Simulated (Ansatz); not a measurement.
# Mg4Sn: the cost of one run

Method: DFT PBE, scalar-relativistic, plane waves, PAW, in Ansatz 0.2.0.

## (1) Starting point

It takes space group Im-3m (No. 229, cubic). Conventional cell: a = 5.786 Å, b = 5.786 Å, c = 5.786 Å, α = 90.00°, β = 90.00°, γ = 90.00°. Around Mg (site symmetry -3m) lie 2 Sn at 2.51 Å. Sn (site symmetry m-3m) has 8 Mg at 2.51 Å as nearest neighbours.

Structure file:

```xyz
5
Lattice="-2.8930 2.8930 2.8930 2.8930 -2.8930 2.8930 2.8930 2.8930 -2.8930" Properties=species:S:1:pos:R:3 pbc="T T T"
Mg    1.4465    1.4465   -1.4465
Mg   -1.4465    1.4465    1.4465
Mg    1.4465   -1.4465    1.4465
Mg    1.4465    1.4465    1.4465
Sn    0.0000    0.0000    0.0000
```

The cell is invented: species swapped into a database cell of Hg4Pt (Im-3m, No. 229), with Mg on the Hg sites and Sn on the Pt sites. Its size is a rough estimate.

## (2) A first look at the guess

The input, input.yaml:

```yaml
crystal:
  lattice:
    - [-2.89295628, 2.89295628, 2.89295628]
    - [2.89295628, -2.89295628, 2.89295628]
    - [2.89295628, 2.89295628, -2.89295628]
  atoms:
    - { symbol: Mg, position: [0.0, 0.0, 0.5] }
    - { symbol: Mg, position: [0.5, 0.0, 0.0] }
    - { symbol: Mg, position: [0.0, 0.5, 0.0] }
    - { symbol: Mg, position: [0.5, 0.5, 0.5] }
    - { symbol: Sn, position: [0.0, 0.0, 0.0] }
basis:
  ecutwfc: 420
kpoints:
  mp_grid: { grid: [4, 4, 4] }
hamiltonian:
  xc: pbe
scf:
  occupations: { method: gaussian, width: 0.1 }
  lower_state_search: "off"
output:
  forces: true
  stress: true
  eigenvalues: true
```

The run is started by

```console
ansatz run input.yaml --threads 1 --pin off --max-ram 2048MiB --backend cpu --events-out ev --progress --plain --runs-dir out
```

Q: Estimate wall time and peak memory on 1 thread of Arm Neoverse V1, shared host.

About 1.6 s, with a peak of 0.32 GiB.
